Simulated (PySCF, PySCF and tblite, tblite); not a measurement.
# C3H8GeO: a scan of pseudorotation, part 1 of 3

How do energy and shieldings of C3H8GeO (`C1[CH2][GeH2][CH2]O1`) change along pseudorotation?

Computed with tblite 0.8.0 (tight binding) and PySCF 2.14.0 (DFT, with response routines of our own); each step states its level. Atoms count from 0 throughout.

### 1 The molecule as given

13 atoms, charge 0, multiplicity 1; geometry from: force field or distance geometry start.

Bonds of the start (Å): C0–C1 1.53, C0–H5 1.12, C0–H6 1.11, C0–O4 1.41, C1–Ge2 1.92, C1–H7 1.09, C1–H8 1.11, C3–H11 1.12, C3–H12 1.10, C3–O4 1.41, Ge2–C3 1.92, Ge2–H10 1.55, Ge2–H9 1.54.

### 2 GFN2-xTB relaxation, start minimum

The job: settings as JSON, then the geometry in Å.

```
{"job": {"xc": "GFN2-xTB", "basis": "xTB", "kind": "relax"}, "charge": 0, "multiplicity": 1}
C     -1.292100     0.101200     0.371500
C     -0.396100     1.144500    -0.289900
Ge     1.314700     0.267200    -0.340900
C      0.424600    -1.374900     0.097100
O     -0.965300    -1.203400    -0.051000
H     -2.360900     0.316200     0.097200
H     -1.219500     0.170900     1.477800
H     -0.725700     1.363100    -1.310100
H     -0.338000     2.069100     0.321800
H      2.247900     0.738800     0.793900
H      1.884000     0.256900    -1.782400
H      0.648700    -1.663600     1.159000
H      0.773300    -2.185400    -0.561700
```

Started as:

```sh
$ OMP_NUM_THREADS=1 python ens_run.py task.json out
```

The driver reads the study from task.json and runs its stages one after another.

Log:

```text
step      E/eV     max force
  0    -447.72006    1.867
  1    -447.83412    0.531
  2    -447.87092    0.518
  3    -447.90724    0.581
  4    -447.94621    0.815
  5    -447.97611    0.568
  6    -447.99131    0.257
  7    -447.99752    0.187
  8    -448.00182    0.222
  9    -448.00465    0.162
 10    -448.00673    0.111
 11    -448.00824    0.117
 12    -448.00948    0.118
 13    -448.01055    0.112
 14    -448.01138    0.086
 15    -448.01194    0.066
 16    -448.01228    0.045
 17    -448.01249    0.044
 18    -448.01266    0.036
 19    -448.01285    0.040
 20    -448.01308    0.041
 21    -448.01333    0.047
 22    -448.01358    0.049
 23    -448.01379    0.049
 24    -448.01395    0.036
 25    -448.01406    0.025
 26    -448.01412    0.024
 27    -448.01417    0.023
 28    -448.01421    0.024
 29    -448.01425    0.018
 30    -448.01429    0.017
 31    -448.01432    0.016
 32    -448.01435    0.020
 33    -448.01438    0.017
 34    -448.01440    0.011
 35    -448.01443    0.013
 36    -448.01445    0.018
 37    -448.01449    0.020
 38    -448.01452    0.017
 39    -448.01455    0.019
 40    -448.01460    0.022
 41    -448.01465    0.034
 42    -448.01473    0.035
 43    -448.01481    0.024
 44    -448.01488    0.021
 45    -448.01495    0.030
 46    -448.01503    0.041
 47    -448.01511    0.034
 48    -448.01515    0.013
 49    -448.01516    0.007
 50    -448.01517    0.007
 51    -448.01518    0.009
 52    -448.01518    0.007
 53    -448.01519    0.007
 54    -448.01520    0.007
 55    -448.01520    0.006
 56    -448.01520    0.005
 57    -448.01521    0.005
 58    -448.01521    0.005
 59    -448.01521    0.003
 60    -448.01521    0.004
 61    -448.01521    0.003
 62    -448.01522    0.003
 63    -448.01522    0.002
```

Run time: 0.18 s. Hardware: 1 thread of AMD EPYC 9R45, shared host.

Relaxing gained 0.295 eV and moved the atoms by 0.11 Å on average (rms).

### 3 Relaxed scan, pseudorotation

The job: settings as JSON, then the geometry in Å.

```
{"job": {"xc": "GFN2-xTB", "basis": "xTB", "coordinate": [["phase", [0, 1, 2, 3, 4], 1]], "kind": "drive"}, "charge": 0, "multiplicity": 1}
C     -1.297646     0.105562     0.344894
C     -0.408800     1.199774    -0.260585
Ge     1.342874     0.275821    -0.362687
C      0.426456    -1.428758     0.135712
O     -0.929660    -1.162572    -0.143268
H     -2.348274     0.235938     0.080034
H     -1.204820     0.118711     1.441747
H     -0.766520     1.463255    -1.255121
H     -0.422482     2.095500     0.355473
H      2.374629     0.759486     0.622648
H      1.961262     0.303433    -1.731658
H      0.561906    -1.661425     1.202055
H      0.706686    -2.304239    -0.446971
```

Log:

```text
point  coordinate     E/eV
  0     71.800     -448.01070
  1     89.400     -447.95359
  2    107.500     -447.87704
  3    125.700     -447.82654
  4    143.900     -447.80419
  5    162.100     -447.80371
  6    180.200     -447.82491
  7    198.400     -447.87205
  8    216.500     -447.94015
  9    234.300     -448.00071
 10    251.800     -448.01066
 11    269.400     -447.95358
 12    287.500     -447.87706
 13    305.700     -447.82654
 14    323.900     -447.80416
 15    342.100     -447.80371
 16    360.200     -447.82499
 17    378.400     -447.87199
 18    396.500     -447.94014
 19    414.300     -448.00070
```

Run time: 2.4 s. Hardware: 1 thread of AMD EPYC 9R45, shared host.

The highest point is number 5, 4.8 kcal/mol above the first.

### 4 Shieldings, coordinate held at 0.2: PBE0/pcSseg-1

The job: settings as JSON, then the geometry in Å.

```
{"job": {"kind": "nmr", "xc": "PBE0", "basis": "pcSseg-1", "every": 2, "pop": false}, "charge": 0, "multiplicity": 1}
C     -1.378781     0.139494     0.071595
C     -0.271563     1.196479     0.014181
Ge     1.316193     0.161644    -0.546227
C      0.464027    -1.378617     0.367634
O     -0.910509    -1.207832     0.103688
H     -2.019998     0.204460    -0.812945
H     -2.010708     0.295961     0.957174
H     -0.565877     2.017038    -0.634656
H     -0.089473     1.610033     1.007518
H      2.621565     0.664747     0.004476
H      1.437534    -0.001170    -2.034046
H      0.667238    -1.351582     1.449351
H      0.721531    -2.371621     0.002103
```

Log:

```text
coarse grid: 47912 points
cycle   1  E = -2270.4972680522  dE = -1.482e-01  |g| = 9.983e-01  |ddm| = 3.229e+00
cycle   2  E = -2270.3820050703  dE =  1.153e-01  |g| = 1.225e+00  |ddm| = 1.510e+00
cycle   3  E = -2270.5906421196  dE = -2.086e-01  |g| = 1.983e-01  |ddm| = 1.136e+00
cycle   4  E = -2270.5972827373  dE = -6.641e-03  |g| = 6.537e-02  |ddm| = 1.753e-01
cycle   5  E = -2270.5978163809  dE = -5.336e-04  |g| = 1.094e-02  |ddm| = 4.955e-02
cycle   6  E = -2270.5978404793  dE = -2.410e-05  |g| = 3.494e-03  |ddm| = 1.165e-02
cycle   7  E = -2270.5978433569  dE = -2.878e-06  |g| = 6.388e-04  |ddm| = 3.287e-03
final grid: 100848 points
cycle   8  E = -2270.5978016413  dE = -3.797e-08  |g| = 7.380e-04  |ddm| = 1.975e-03
cycle   9  E = -2270.5978015744  dE =  6.692e-08  |g| = 9.413e-04  |ddm| = 1.375e-03
cycle  10  E = -2270.5978017610  dE = -1.866e-07  |g| = 5.658e-05  |ddm| = 7.321e-04
cycle  11  E = -2270.5978017616  dE = -6.294e-10  |g| = 1.973e-05  |ddm| = 6.546e-05
converged SCF energy = -2270.5978017616

GIAO shielding tensors (ppm)
atom      isotropic    diamagn.    paramagn.     s11        s22        s33       span
  0 C      115.018     242.105    -127.087     68.268    108.064    168.722    100.454
  1 C      174.163     251.715     -77.552    150.996    178.336    193.157     42.160
  2 Ge    1480.787    2755.756   -1274.969   1390.753   1486.412   1565.196    174.443
  3 C      127.168     246.707    -119.538     84.000    114.977    182.529     98.529
  4 O      296.282     395.371     -99.089    208.808    266.480    413.558    204.750
  5 H       27.564      29.349      -1.785     21.560     26.901     34.231     12.670
  6 H       27.367      28.775      -1.409     21.349     26.955     33.796     12.447
  7 H       30.339      30.194       0.144     25.437     27.140     38.439     13.002
  8 H       30.431      30.883      -0.452     24.872     27.585     38.836     13.964
  9 H       27.438      29.046      -1.608     21.021     21.510     39.785     18.764
 10 H       27.831      29.194      -1.363     21.585     21.675     40.233     18.648
 11 H       28.192      29.516      -1.324     22.020     26.597     35.959     13.940
 12 H       27.380      28.830      -1.450     22.581     26.154     33.405     10.825
```

Wall time 7.8 s (1 thread of AMD EPYC 9R45, shared host); peak memory 0.68 GiB.

Key values: HOMO -6.83 eV, LUMO 0.87 eV; dipole 1.42 D.

### 5 Shieldings, coordinate held at 71.8: PBE0/pcSseg-1

The job: settings as JSON, then the geometry in Å.

```
{"job": {"kind": "nmr", "xc": "PBE0", "basis": "pcSseg-1", "every": 2, "pop": false}, "charge": 0, "multiplicity": 1}
C     -1.282569     0.124274     0.376722
C     -0.416072     1.193299    -0.298862
Ge     1.343031     0.282491    -0.340545
C      0.419046    -1.434018     0.106379
O     -0.947661    -1.155570    -0.104015
H     -2.344492     0.256496     0.160294
H     -1.135690     0.161148     1.467240
H     -0.779237     1.383167    -1.307913
H     -0.445223     2.126426     0.258185
H      2.319593     0.751880     0.705852
H      2.033557     0.332549    -1.673923
H      0.594331    -1.718554     1.154508
H      0.672654    -2.282312    -0.526880
```

Log:

```text
coarse grid: 47912 points
cycle   1  E = -2270.5062400676  dE = -1.372e-01  |g| = 9.923e-01  |ddm| = 3.231e+00
cycle   2  E = -2270.3955609219  dE =  1.107e-01  |g| = 1.210e+00  |ddm| = 1.442e+00
cycle   3  E = -2270.5976540946  dE = -2.021e-01  |g| = 1.948e-01  |ddm| = 1.088e+00
cycle   4  E = -2270.6040876844  dE = -6.434e-03  |g| = 6.454e-02  |ddm| = 1.698e-01
cycle   5  E = -2270.6046026743  dE = -5.150e-04  |g| = 1.027e-02  |ddm| = 4.745e-02
cycle   6  E = -2270.6046238027  dE = -2.113e-05  |g| = 3.428e-03  |ddm| = 1.115e-02
cycle   7  E = -2270.6046266112  dE = -2.808e-06  |g| = 5.891e-04  |ddm| = 3.153e-03
final grid: 100848 points
cycle   8  E = -2270.6046165046  dE = -1.586e-08  |g| = 6.803e-04  |ddm| = 1.612e-03
cycle   9  E = -2270.6046164516  dE =  5.297e-08  |g| = 8.846e-04  |ddm| = 1.261e-03
cycle  10  E = -2270.6046165997  dE = -1.481e-07  |g| = 6.094e-05  |ddm| = 6.504e-04
cycle  11  E = -2270.6046166004  dE = -7.149e-10  |g| = 2.032e-05  |ddm| = 6.723e-05
converged SCF energy = -2270.6046166004

GIAO shielding tensors (ppm)
atom      isotropic    diamagn.    paramagn.     s11        s22        s33       span
  0 C      113.335     245.264    -131.930     72.537    103.789    163.678     91.140
  1 C      171.614     251.262     -79.648    150.084    171.182    193.575     43.490
  2 Ge    1475.423    2755.498   -1280.075   1373.762   1471.606   1580.901    207.139
  3 C      126.897     247.165    -120.268     86.359    105.759    188.573    102.214
  4 O      278.924     396.046    -117.121    223.404    259.356    354.012    130.608
  5 H       27.261      29.012      -1.751     21.741     26.421     33.620     11.879
  6 H       28.740      30.382      -1.642     22.887     27.430     35.902     13.014
  7 H       30.599      30.478       0.121     25.019     27.586     39.194     14.175
  8 H       30.573      30.298       0.275     25.599     27.407     38.713     13.114
  9 H       27.616      29.071      -1.455     21.411     21.521     39.915     18.504
 10 H       27.679      29.020      -1.341     21.300     21.519     40.217     18.917
 11 H       28.276      29.366      -1.089     21.944     27.129     35.756     13.812
 12 H       27.427      29.076      -1.649     22.568     26.195     33.518     10.950
```

Run time: 7.8 s. Hardware: 1 thread of AMD EPYC 9R45, shared host; peak memory 0.81 GiB.

In short: HOMO -7.10 eV, LUMO 0.92 eV; dipole 1.15 D.

### 6 Shieldings, coordinate held at 143.9: PBE0/pcSseg-1

The job: settings as JSON, then the geometry in Å.

```
{"job": {"kind": "nmr", "xc": "PBE0", "basis": "pcSseg-1", "every": 2, "pop": false}, "charge": 0, "multiplicity": 1}
C     -1.272870     0.211812     0.503674
C     -0.423786     1.107034    -0.395664
Ge     1.364331     0.284930    -0.231071
C      0.428678    -1.443977     0.021806
O     -0.841708    -1.145104     0.565940
H     -2.316710     0.188547     0.172813
H     -1.254943     0.606408     1.530277
H     -0.757718     1.032606    -1.432328
H     -0.515868     2.143903    -0.085145
H      2.147436     0.757660     0.961940
H      2.238995     0.374113    -1.448062
H      0.917446    -2.147083     0.700290
H      0.304468    -1.954258    -0.945474
```

Log:

```text
coarse grid: 47912 points
cycle   1  E = -2270.4965241196  dE = -1.488e-01  |g| = 1.000e+00  |ddm| = 3.227e+00
cycle   2  E = -2270.3876295998  dE =  1.089e-01  |g| = 1.216e+00  |ddm| = 1.467e+00
cycle   3  E = -2270.5913371459  dE = -2.037e-01  |g| = 1.861e-01  |ddm| = 1.084e+00
cycle   4  E = -2270.5971116549  dE = -5.775e-03  |g| = 6.432e-02  |ddm| = 1.610e-01
cycle   5  E = -2270.5976289313  dE = -5.173e-04  |g| = 1.002e-02  |ddm| = 4.709e-02
cycle   6  E = -2270.5976489070  dE = -1.998e-05  |g| = 3.241e-03  |ddm| = 1.054e-02
cycle   7  E = -2270.5976513817  dE = -2.475e-06  |g| = 6.028e-04  |ddm| = 3.054e-03
final grid: 100848 points
cycle   8  E = -2270.5976515214  dE = -4.599e-09  |g| = 7.078e-04  |ddm| = 1.640e-03
cycle   9  E = -2270.5976514588  dE =  6.258e-08  |g| = 9.037e-04  |ddm| = 1.300e-03
cycle  10  E = -2270.5976516307  dE = -1.719e-07  |g| = 5.213e-05  |ddm| = 6.987e-04
cycle  11  E = -2270.5976516313  dE = -5.334e-10  |g| = 1.738e-05  |ddm| = 5.847e-05
converged SCF energy = -2270.5976516313

GIAO shielding tensors (ppm)
atom      isotropic    diamagn.    paramagn.     s11        s22        s33       span
  0 C      113.162     242.455    -129.293     64.914    107.405    167.166    102.252
  1 C      173.043     251.574     -78.530    153.608    175.307    190.215     36.607
  2 Ge    1470.211    2755.924   -1285.713   1373.756   1469.838   1567.040    193.284
  3 C      129.062     245.857    -116.795     85.270    112.464    189.453    104.183
  4 O      304.428     395.180     -90.753    215.255    275.272    422.756    207.501
  5 H       27.175      28.567      -1.392     21.473     26.678     33.373     11.900
  6 H       27.730      29.595      -1.866     21.697     26.921     34.571     12.874
  7 H       30.425      30.699      -0.274     24.951     27.430     38.893     13.942
  8 H       30.467      30.130       0.337     25.683     27.152     38.565     12.882
  9 H       27.648      29.222      -1.573     21.409     21.553     39.983     18.573
 10 H       27.460      29.138      -1.679     21.042     21.550     39.787     18.746
 11 H       27.478      28.634      -1.156     22.443     26.297     33.695     11.252
 12 H       27.902      29.204      -1.301     21.773     26.526     35.407     13.634
```

It took 7.7 s on 1 thread of AMD EPYC 9R45, shared host; peak memory 0.81 GiB.

In short: HOMO -6.90 eV, LUMO 0.86 eV; dipole 1.49 D.

### 7 Shieldings, coordinate held at 216.5: PBE0/pcSseg-1

The job: settings as JSON, then the geometry in Å.

```
{"job": {"kind": "nmr", "xc": "PBE0", "basis": "pcSseg-1", "every": 2, "pop": false}, "charge": 0, "multiplicity": 1}
C     -1.284413     0.151863     0.427665
C     -0.366964     1.167218    -0.280963
Ge     1.385657     0.242259    -0.324385
C      0.414786    -1.429335     0.135446
O     -0.574599    -0.925659     1.005629
H     -2.008365    -0.252886    -0.296389
H     -1.836207     0.605463     1.251415
H     -0.736864     1.387536    -1.281091
H     -0.336054     2.104999     0.270605
H      2.312253     0.698242     0.764389
H      2.108343     0.315632    -1.644454
H      0.968339    -2.180693     0.694120
H     -0.038509    -1.907535    -0.743621
```

Log:

```text
coarse grid: 47912 points
cycle   1  E = -2270.5032486917  dE = -1.427e-01  |g| = 9.928e-01  |ddm| = 3.239e+00
cycle   2  E = -2270.3901284934  dE =  1.131e-01  |g| = 1.216e+00  |ddm| = 1.495e+00
cycle   3  E = -2270.5943059722  dE = -2.042e-01  |g| = 2.024e-01  |ddm| = 1.133e+00
cycle   4  E = -2270.6012312792  dE = -6.925e-03  |g| = 6.573e-02  |ddm| = 1.828e-01
cycle   5  E = -2270.6017741910  dE = -5.429e-04  |g| = 1.092e-02  |ddm| = 5.069e-02
cycle   6  E = -2270.6017983638  dE = -2.417e-05  |g| = 3.582e-03  |ddm| = 1.173e-02
cycle   7  E = -2270.6018013922  dE = -3.028e-06  |g| = 6.108e-04  |ddm| = 3.313e-03
final grid: 100848 points
cycle   8  E = -2270.6017864657  dE = -3.686e-08  |g| = 6.667e-04  |ddm| = 1.864e-03
cycle   9  E = -2270.6017864207  dE =  4.502e-08  |g| = 8.419e-04  |ddm| = 1.258e-03
cycle  10  E = -2270.6017865591  dE = -1.384e-07  |g| = 4.650e-05  |ddm| = 6.470e-04
cycle  11  E = -2270.6017865596  dE = -4.793e-10  |g| = 1.954e-05  |ddm| = 6.138e-05
converged SCF energy = -2270.6017865596

GIAO shielding tensors (ppm)
atom      isotropic    diamagn.    paramagn.     s11        s22        s33       span
  0 C      115.423     243.382    -127.958     71.839    106.238    168.193     96.354
  1 C      175.017     251.953     -76.936    146.063    179.011    199.977     53.913
  2 Ge    1480.966    2755.232   -1274.266   1382.960   1485.996   1573.943    190.983
  3 C      125.842     248.200    -122.358     85.052    110.365    182.109     97.057
  4 O      276.386     395.831    -119.445    203.690    257.077    368.391    164.701
  5 H       28.193      29.684      -1.491     21.628     27.720     35.230     13.602
  6 H       27.320      29.130      -1.811     21.531     26.778     33.650     12.119
  7 H       30.605      30.686      -0.080     25.157     27.670     38.989     13.831
  8 H       30.277      30.491      -0.214     24.848     27.466     38.517     13.669
  9 H       27.951      29.109      -1.159     21.536     21.844     40.471     18.935
 10 H       27.355      28.842      -1.487     21.041     21.314     39.710     18.669
 11 H       27.360      29.206      -1.846     22.719     25.997     33.363     10.644
 12 H       28.626      29.788      -1.162     22.542     26.962     36.374     13.832
```

Wall time 7.8 s (1 thread of AMD EPYC 9R45, shared host); peak memory 0.81 GiB.

Key values: HOMO -6.99 eV, LUMO 0.87 eV; dipole 1.26 D.

### 8 Shieldings, coordinate held at 287.5: PBE0/pcSseg-1

The job: settings as JSON, then the geometry in Å.

```
{"job": {"kind": "nmr", "xc": "PBE0", "basis": "pcSseg-1", "every": 2, "pop": false}, "charge": 0, "multiplicity": 1}
C     -1.355420     0.146116     0.085949
C     -0.295289     1.245422     0.050986
Ge     1.272770     0.192973    -0.524357
C      0.466195    -1.376949     0.393179
O     -0.882520    -1.046121     0.681604
H     -1.684542    -0.067605    -0.944673
H     -2.231725     0.431636     0.672542
H     -0.608181     2.051587    -0.606933
H     -0.136236     1.653479     1.049133
H      2.606519     0.632348     0.007862
H      1.382403     0.030731    -2.015933
H      0.966376    -1.601552     1.340720
H      0.489217    -2.290653    -0.214605
```

Log:

```text
coarse grid: 47912 points
cycle   1  E = -2270.5001592334  dE = -1.428e-01  |g| = 9.980e-01  |ddm| = 3.225e+00
cycle   2  E = -2270.3945931181  dE =  1.056e-01  |g| = 1.207e+00  |ddm| = 1.433e+00
cycle   3  E = -2270.5944983431  dE = -1.999e-01  |g| = 1.824e-01  |ddm| = 1.055e+00
cycle   4  E = -2270.6000288056  dE = -5.530e-03  |g| = 6.390e-02  |ddm| = 1.572e-01
cycle   5  E = -2270.6005386342  dE = -5.098e-04  |g| = 9.598e-03  |ddm| = 4.596e-02
cycle   6  E = -2270.6005569392  dE = -1.830e-05  |g| = 3.182e-03  |ddm| = 1.016e-02
cycle   7  E = -2270.6005593314  dE = -2.392e-06  |g| = 5.727e-04  |ddm| = 2.966e-03
final grid: 100848 points
cycle   8  E = -2270.6005268726  dE = -1.869e-08  |g| = 6.786e-04  |ddm| = 1.823e-03
cycle   9  E = -2270.6005268148  dE =  5.775e-08  |g| = 8.760e-04  |ddm| = 1.245e-03
cycle  10  E = -2270.6005269707  dE = -1.559e-07  |g| = 5.665e-05  |ddm| = 6.610e-04
cycle  11  E = -2270.6005269713  dE = -5.889e-10  |g| = 1.765e-05  |ddm| = 5.989e-05
converged SCF energy = -2270.6005269713

GIAO shielding tensors (ppm)
atom      isotropic    diamagn.    paramagn.     s11        s22        s33       span
  0 C      112.946     243.920    -130.975     67.115    108.294    163.428     96.313
  1 C      171.636     251.328     -79.693    154.491    170.993    189.423     34.932
  2 Ge    1467.624    2756.025   -1288.401   1375.237   1461.067   1566.568    191.331
  3 C      130.578     245.793    -115.215     87.631    110.461    193.643    106.013
  4 O      297.674     395.215     -97.541    231.078    267.926    394.018    162.940
  5 H       28.151      30.039      -1.888     22.363     26.957     35.134     12.771
  6 H       27.218      28.707      -1.489     21.584     26.501     33.569     11.985
  7 H       30.575      30.169       0.406     25.806     27.258     38.660     12.854
  8 H       30.638      30.541       0.097     25.385     27.387     39.142     13.757
  9 H       27.465      29.113      -1.648     21.103     21.411     39.880     18.777
 10 H       27.648      29.312      -1.664     21.309     21.681     39.954     18.645
 11 H       27.776      29.032      -1.257     22.078     26.483     34.766     12.688
 12 H       27.700      28.739      -1.039     22.171     26.552     34.376     12.205
```

Wall time 7.9 s (1 thread of AMD EPYC 9R45, shared host); peak memory 0.81 GiB.

In short: HOMO -7.15 eV, LUMO 0.84 eV; dipole 1.39 D.

(Continued in part 2 of 3.)
